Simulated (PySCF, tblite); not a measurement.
# C₆H₈ClFSi: geometry, infrared bands and NMR shifts

Wanted: the infrared bands and NMR shifts of C₆H₈ClFSi (`C=C1C=C(F)[SiH2][C@H](Cl)C1`), by calculation.

Programs: tblite 0.8.0 and PySCF 2.14.0, with density-fitted response routines of our own. Each step states its level of theory. These are calculated values for one molecule in the gas phase, unless marked as measured. Atoms are numbered from 0 throughout.

**1. Starting geometry**

17 atoms, charge 0, multiplicity 1; geometry from: force field or distance geometry start.

Bonds of the start (Å): C0–C1 1.34, C1–C2 1.46, C2–C3 1.34, C3–F4 1.35, C3–Si5 1.85, Si5–C6 1.88, C6–Cl7 1.79, C6–C8 1.53, C8–C1 1.53, C0–H9 1.10, C0–H10 1.09, C2–H11 1.10, Si5–H12 1.48, Si5–H13 1.49, C6–H14 1.10, C8–H15 1.09, C8–H16 1.09.

**2. Optimising the geometry with GFN2-xTB**

What the job is given:

```
{"job": {"kind": "relax", "xc": "GFN2-xTB", "basis": "xTB"}, "charge": 0, "multiplicity": 1}
C     -2.185600    -1.268400    -0.103600
C     -1.108900    -0.480900    -0.193500
C     -1.197400     0.937100     0.121500
C     -0.179800     1.789500     0.311400
F     -0.451900     3.076100     0.603400
Si     1.586400     1.248900     0.303500
C      1.421300    -0.622400     0.250600
Cl     2.953400    -1.314900    -0.361600
C      0.241600    -1.064800    -0.625100
H     -3.167300    -0.877700     0.202300
H     -2.156000    -2.327100    -0.339400
H     -2.214500     1.351800     0.206000
H      2.262500     1.781300    -0.899700
H      2.316200     1.695600     1.527100
H      1.282800    -0.998800     1.274300
H      0.401200    -0.757700    -1.658100
H      0.188700    -2.155700    -0.629100
```

Started as:

```bash
OMP_NUM_THREADS=1 python probes_run.py task.json out
```

One launch serves the whole session: the jobs run in the order shown.

**Question.** This job is followed by: GFN2-xTB harmonic vibrations, gas phase; GIAO PBE0/pcSseg-1 NMR shielding, non-relativistic, gas phase. What will the session give for the following? strongest single infrared mode (GFN2-xTB); zero-point energy (GFN2-xTB); 13C shifts against TMS (PBE0/pcSseg-1); 1H shifts against TMS (PBE0/pcSseg-1); 19F shifts against CFCl3 (PBE0/pcSseg-1); 29Si shifts against TMS (PBE0/pcSseg-1); 35Cl shifts against HCl (PBE0/pcSseg-1).

The runs gave:

```
                                 quantity                                               value
strongest single infrared mode (GFN2-xTB)                               2283 cm⁻¹, 259 km/mol
             zero-point energy (GFN2-xTB)                                       74.3 kcal/mol
   13C shifts against TMS (PBE0/pcSseg-1)          175.5, 147.8, 137.6, 126.1, 46.5, 45.2 ppm
    1H shifts against TMS (PBE0/pcSseg-1)  7.00, 5.49, 5.36, 4.51, 4.51, 3.38, 2.90, 2.71 ppm
 19F shifts against CFCl3 (PBE0/pcSseg-1)                                          -107.7 ppm
  29Si shifts against TMS (PBE0/pcSseg-1)                                           -56.3 ppm
  35Cl shifts against HCl (PBE0/pcSseg-1)                                             127 ppm
```

Over 49 steps the energy fell by 0.120 eV; of the close pairs, C3–Si5 changed most, 1.847 to 1.887 Å. All 45 modes are real, so the xTB geometry is a minimum. The strongest single mode, at 2283 cm⁻¹, moves mainly H12. GFN2-xTB is a fitted tight-binding method: band positions and strengths are rough. Its intensities can rank the bands wrongly. The most deshielded hydrogen is H11 (hydrogen on an alkene CH), at 7.00 ppm: attached to an sp2 carbon and in the plane of the double bond. At PBE0/pcSseg-1: The widest tensor belongs to Cl7: span 425 ppm, with a paramagnetic part of -322 ppm.
